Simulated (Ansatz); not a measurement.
# AlFH6OSi: the cost of one run

Program: Ansatz 0.2.0. Level of theory: RKS PBE0-D4/6-31G*. These are calculated values, not measurements.

### Step 1. Starting point

Bond lengths: Si1–F3 1.590 Å, Si1–H4 1.459 Å, Si1–H5 1.459 Å, Si1–O6 1.980 Å, O6–Al7 1.780 Å, Al7–H8 1.560 Å, Al7–H9 1.560 Å. Angles: F3–Si1–H4 109.5°, F3–Si1–H5 109.5°, F3–Si1–O6 178.9°, H4–Si1–H5 109.5°, H4–Si1–O6 70.0°, H5–Si1–O6 70.0°, Si1–O6–Al7 125.0°, O6–Al7–H8 120.0°, O6–Al7–H9 120.0°, H8–Al7–H9 120.0°.

Coordinates:

```xyz
10

Si    0.0000    0.0000    0.0000
H     0.0000    0.0000    1.8100
F     1.4994    0.0000   -0.5295
H    -0.6877    1.1914   -0.4862
H    -0.6877   -1.1914   -0.4862
O    -1.8790    0.0000    0.6243
Al   -3.1927   -0.9643   -0.0916
H    -2.9236   -2.4314   -0.5488
H    -4.6133   -0.3425   -0.2619
H    -0.9605    0.0000    1.7351
```

### Step 2. Pulling towards end A

Springs on the bonds that form and break draw the guess towards this end; the thresholds are loose.

Input file input.yaml:

```yaml
crystal:
  periodic: [false, false, false]
  atoms:
    - { symbol: Si, position_ang: [0.0, 0.0, 0.0] }
    - { symbol: H, position_ang: [0.0, 0.0, 1.81] }
    - { symbol: F, position_ang: [1.4994, 0.0, -0.5295] }
    - { symbol: H, position_ang: [-0.6877, 1.1914, -0.4862] }
    - { symbol: H, position_ang: [-0.6877, -1.1914, -0.4862] }
    - { symbol: O, position_ang: [-1.879, 0.0, 0.6243] }
    - { symbol: Al, position_ang: [-3.1927, -0.9643, -0.0916] }
    - { symbol: H, position_ang: [-2.9236, -2.4314, -0.5488] }
    - { symbol: H, position_ang: [-4.6133, -0.3425, -0.2619] }
    - { symbol: H, position_ang: [-0.9605, 0.0, 1.7351] }
basis:
  gaussian: { orbitals: "6-31G*" }
hamiltonian:
  xc: pbe0
  dispersion: d4
relax:
  f_tol: 0.15
  max_steps: 25
  restrain:
    - { distance: [0, 5], at: 2.88, k: 30.0 }
    - { distance: [9, 1], at: 1.86, k: 30.0 }
    - { distance: [0, 1], at: 1.46, k: 30.0 }
    - { distance: [9, 5], at: 1.01, k: 30.0 }
```

Started as:

```sh
$ ansatz run input.yaml --threads 1 --pin off --max-ram 2048MiB --backend cpu --events-out ev --progress --plain --runs-dir out
```

What time and memory should one allow on 1 thread of Arm Neoverse V2, shared host?

About 60 s, with a peak of 0.16 GiB.
